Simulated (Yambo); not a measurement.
AlGaN2, 4 atoms in the cell. Symmetry: P3m1, No. 156, trigonal system. The conventional cell has a = 3.059 Å, b = 3.059 Å, c = 4.957 Å, α = 90.00°, β = 90.00°, γ = 120.00°. Ga (site symmetry 3m) is surrounded by 4 N at 1.88 to 1.91 Å. Around Al (site symmetry 3m) lie 4 N at 1.84 to 1.85 Å. N (site symmetry 3m) has 1 Al at 1.84 Å and 3 Ga at 1.88 Å as nearest neighbours. N (site symmetry 3m) is surrounded by 3 Al at 1.85 Å and 1 Ga at 1.91 Å. The cell comes from a database or a generator and needn't be the stable form of this composition. The cell isn't the ideal one: cell squeezed.

```yaml
Program: Yambo 5.3.0
Task: optical spectrum
Functional: PBEsol
Potentials_or_basis: PseudoDojo 0.4.1 SR PBEsol standard
Cutoff: 1143 eV
Density_cutoff: 4572 eV
k_mesh: 3 × 3 × 4
Occupations: fixed
Spin: no spin polarisation
k_mesh_of_the_self-consistent_run: 12 × 12 × 6
Direction_of_the_field_or_of_q_to_0: x
Broadening: 0.1 eV
Kernel: Hartree (RPA with local fields)
Top_of_the_energy_range: 20 eV
Energy_points: 200
Correction_of_the_levels: none
Bands_in_the_response: 38
Cutoff_of_the_response_matrix: 3 Ry
```

Potentials or basis: PseudoDojo 0.4.1 SR PBEsol standard.

Command:

```bash
$ OMP_NUM_THREADS=1 pw.x -in scf.in > scf.out
$ OMP_NUM_THREADS=1 pw.x -in nscf.in > nscf.out
$ cd tmp/pwscf.save; p2y; mv SAVE ../..; cd ../..
$ OMP_NUM_THREADS=1 yambo
$ OMP_NUM_THREADS=1 yambo -F optics1.in -J optics1 -C optics1_out
```

Hardware: 1 thread of Intel(R) Xeon(R) Processor @ 2.50GHz (Skylake/Cascade Lake), with other jobs on the host.

Q: Estimate the wall time of this run.

A: It took 3.8 min on 1 thread of Intel(R) Xeon(R) Processor @ 2.50GHz (Skylake/Cascade Lake) (shared host).
